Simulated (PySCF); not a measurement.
# SnH−: bond curves at several levels of theory

One job finds the state of SnH−, follows it along the bond with each method and fits the curves.

Method: Sn aug-cc-pVDZ-PP with ECP28, H aug-cc-pVDZ, scalar-relativistic core potentials; program: PySCF 2.14.0.

3 further runs of the same task are left out: 3 set aside as unsound or not needed.

## (1) Input

The job is set up so:

| Property | Result |
| --- | --- |
| atoms | Sn, H |
| charge | -1 |
| basis | Sn aug-cc-pVDZ-PP with ECP28, H aug-cc-pVDZ |
| Hamiltonian | scalar-relativistic core potentials |
| basis functions | 41 |
| electrons treated | 24 |
| masses in u | 119.9022, 1.0078 |
| levels | PBE0, PBE, r²SCAN, LDA, M06-2X, B2PLYP, LC-ωPBE, HF, MP2, SCS-MP2, CCSD, CCSD(T) |
| grid | 80 radial by 434 angular points |
| occupations | held fixed by the projection of orbital angular momentum |
| dissociation limit | Sn− + H, each in its ground configuration |
| starting distance in angstrom | 1.770 |
| values of 2S to try | 0, 2, 4 |

The run is started by

```sh
OMP_NUM_THREADS=1 python dia.py task.json out
```

After this run come: PBE0 along the bond; PBE (GGA); r²SCAN; LDA (local density); M06-2X; B2PLYP (double hybrid); LC-ωPBE (range-separated hybrid); UHF; Correlated methods on the Hartree–Fock reference.

**Question.** What will these runs give? Wanted: for each run, Re; ωe; De; μ.

As calculated:

Lowest PBE0 solution found, without spin–orbit coupling: ³Σ⁻ (triplet), unpaired electrons π ↑↑.

```csv
level,Re (Å),ωe (cm⁻¹),De (eV),μ (D)
UHF,1.809,1575,1.59,-0.80
UHF-MP2,1.805,1559,2.21,n/a
UHF-SCS-MP2,1.814,1532,2.33,n/a
UHF-CCSD,1.819,1500,2.38,n/a
UHF-CCSD(T),1.822,1489,2.41,n/a
LDA,1.819,1509,2.92,-1.07
PBE,1.839,1459,2.51,-1.16
r²SCAN,1.816,1524,2.53,-1.01
PBE0,1.818,1527,2.47,-1.02
M06-2X,1.826,1513,2.39,-1.15
LC-ωPBE,1.796,1599,2.46,-0.83
B2PLYP,1.817,1521,2.53,-1.02
```

De is counted to Sn− + H in their ground configurations. A positive dipole points from Sn to H; in an ion it is taken about the centre of mass and does not tell which atom is negative.

Differences from CCSD(T) in the same basis:

```csv
level,Re (mÅ),ωe (%)
UHF,-12,+5.8
UHF-MP2,-17,+4.7
UHF-SCS-MP2,-8,+2.9
UHF-CCSD,-2,+0.7
LDA,-3,+1.3
PBE,+17,-2.1
r²SCAN,-6,+2.4
PBE0,-4,+2.5
M06-2X,+4,+1.6
LC-ωPBE,-26,+7.4
B2PLYP,-4,+2.1
```

**Reading.** Against CCSD(T) in the same basis, the bond length is nearest at UHF-CCSD (-2 mÅ) and farthest at LC-ωPBE (-26 mÅ); the wavenumber is nearest at UHF-CCSD (+0.7 %) and farthest at LC-ωPBE (+7.4 %). Hartree–Fock makes the bond too short and too stiff against this reference, as it mostly does. PBE gives a bond that is too long and too soft, as GGAs tend to. CCSD(T) in a basis this small is itself some way from its limit, more so than the functionals. Among the levels with a De in the table, it runs from 1.59 eV (UHF) to 2.92 eV (LDA).

Correlated steps freeze 4 core orbitals. Spin–orbit coupling is left out, which matters for elements this heavy, above all for dissociation energies. B2PLYP dipoles, levels and charges come from its SCF part alone. With some functionals the highest level of the anion is positive, from self-interaction error or because the anion is truly unbound there; the finite basis then holds the extra electron, and no neutral molecule was run to test the binding.
